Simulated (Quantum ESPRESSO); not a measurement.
Set up this calculation in Quantum ESPRESSO 7.5, as the native input.

```yaml
Task: single point
Functional: PBE
Potentials_or_basis: SSSP 1.3 efficiency PBE
Cutoff: 748 eV
Density_cutoff: 5987 eV
k_mesh: 10 × 10 × 10
Occupations: fermi-dirac, width 0.05 eV
Spin: no spin polarisation
Mixing_beta: 0.5
Most_SCF_iterations: 120
SCF_threshold: 4e-10 Ry
```

Crystal: InF.

```
In F
1.0
     1.54153    0.89001    4.99023
    -1.54153    0.89001    4.99023
     0.00000   -1.78001    4.99023
In F
1 1
Direct
  0.50000 0.50000 0.50000
  0.00000 0.00000 0.00000
```

The cell was built by a generator and needn't be a form met in nature.

These files were run (other wordings do the same):

pw.in

```
&CONTROL
  calculation = 'scf'
  prefix = 'pwscf'
  outdir = './tmp'
  pseudo_dir = './pseudo'
  tprnfor = .true.
  tstress = .true.
  disk_io = 'nowf'
/
&SYSTEM
  ibrav = 0
  nat = 2
  ntyp = 2
  ecutwfc = 55
  ecutrho = 440
  nbnd = 16
  occupations = 'smearing'
  smearing = 'fd'
  degauss = 0.00367493
/
&ELECTRONS
  conv_thr = 4d-10
  electron_maxstep = 120
  mixing_beta = 0.5
/
ATOMIC_SPECIES
In   114.8180 In.pbe-dn-rrkjus_psl.0.2.2.UPF
F     18.9984 f_pbe_v1.4.uspp.F.UPF
CELL_PARAMETERS angstrom
   1.5415344900    0.8900053500    4.9902347500
  -1.5415344900    0.8900053500    4.9902347500
   0.0000000000   -1.7800107100    4.9902347500
ATOMIC_POSITIONS crystal
In     0.5000000000    0.5000000000    0.5000000000
F      0.0000000000    0.0000000000    0.0000000000
K_POINTS automatic
10 10 10 0 0 0
```

Potentials or basis: SSSP 1.3 efficiency PBE.

Command:

```sh
$ OMP_NUM_THREADS=1 pw.x -in pw.in > pw.out
```

Results of the run:

| Item | Value |
| --- | --- |
| Pressure | -6.2 GPa |
| Band gap on the k mesh | none (metal or under the smearing width) |

It took 89 s on 1 thread of AMD EPYC 7R13 Processor (Zen 3), with other jobs on the host, peak memory 0.26 GiB.
